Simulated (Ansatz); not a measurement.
# Ti2Cl3: the cost of one run

Program: Ansatz 0.2.0. Level of theory: DFT PBE, scalar-relativistic, plane waves, PAW. These are calculated values, not measurements.

## 1. Starting point

The structure is trigonal, space group R-3c (No. 167). The conventional cell has a = 6.509 Å, b = 6.509 Å, c = 17.772 Å, α = 90.00°, β = 90.00°, γ = 120.00°. Ti (site symmetry 3) has 6 Cl at 2.54 to 2.70 Å as nearest neighbours. Cl (site symmetry 2) has 4 Ti at 2.54 to 2.70 Å as nearest neighbours.

As a file:

```
CELL_PARAMETERS angstrom
3.25460 1.87904 5.92386
-3.25460 1.87904 5.92386
0.00000 -3.75809 5.92386
ATOMIC_POSITIONS crystal
Ti 0.85218 0.85218 0.85218
Ti 0.64782 0.64782 0.64782
Ti 0.14782 0.14782 0.14782
Ti 0.35218 0.35218 0.35218
Cl 0.05625 0.44375 0.75000
Cl 0.75000 0.05625 0.44375
Cl 0.44375 0.75000 0.05625
Cl 0.94375 0.55625 0.25000
Cl 0.25000 0.94375 0.55625
Cl 0.55625 0.25000 0.94375
```

(A quick probe on a coarse mesh, which set the mesh and smearing, is not shown.)

## 3. A loose first relaxation

Input file input.yaml:

```yaml
crystal:
  lattice:
    - [3.2546000651, 1.8790442237, 5.9238608637]
    - [-3.2546000651, 1.8790442237, 5.9238608637]
    - [0.0, -3.7580884475, 5.9238608637]
  atoms:
    - { symbol: Ti, position: [0.85218, 0.85218, 0.85218], spin: 1.95 }
    - { symbol: Ti, position: [0.64782, 0.64782, 0.64782], spin: 1.95 }
    - { symbol: Ti, position: [0.14782, 0.14782, 0.14782], spin: 1.95 }
    - { symbol: Ti, position: [0.35218, 0.35218, 0.35218], spin: 1.95 }
    - { symbol: Cl, position: [0.05625, 0.44375, 0.75] }
    - { symbol: Cl, position: [0.75, 0.05625, 0.44375] }
    - { symbol: Cl, position: [0.44375, 0.75, 0.05625] }
    - { symbol: Cl, position: [0.94375, 0.55625, 0.25] }
    - { symbol: Cl, position: [0.25, 0.94375, 0.55625] }
    - { symbol: Cl, position: [0.55625, 0.25, 0.94375] }
basis:
  ecutwfc: 420
kpoints:
  mp_grid: { grid: [3, 3, 3] }
hamiltonian:
  xc: pbe
scf:
  occupations: { method: gaussian, width: 0.1 }
  lower_state_search: "off"
output:
  forces: true
  stress: true
  eigenvalues: true
  populations: true
magnetization:
  spin_polarized: true
relax:
  adjacent_minimum: "off"
  f_tol: 0.04
  max_steps: 70
  cell: { stress_tol: 0.4 }
```

Run with:

```bash
$ ansatz run input.yaml --threads 1 --pin off --max-ram 2560MiB --backend cpu --events-out ev --progress --plain --runs-dir out
```

**Question.** How long does this run take on 1 thread of Intel Xeon Platinum 8259CL at 2.50GHz (Skylake/Cascade Lake), shared host, and how much memory does it need?

About 7.4 min, with a peak of 0.83 GiB.
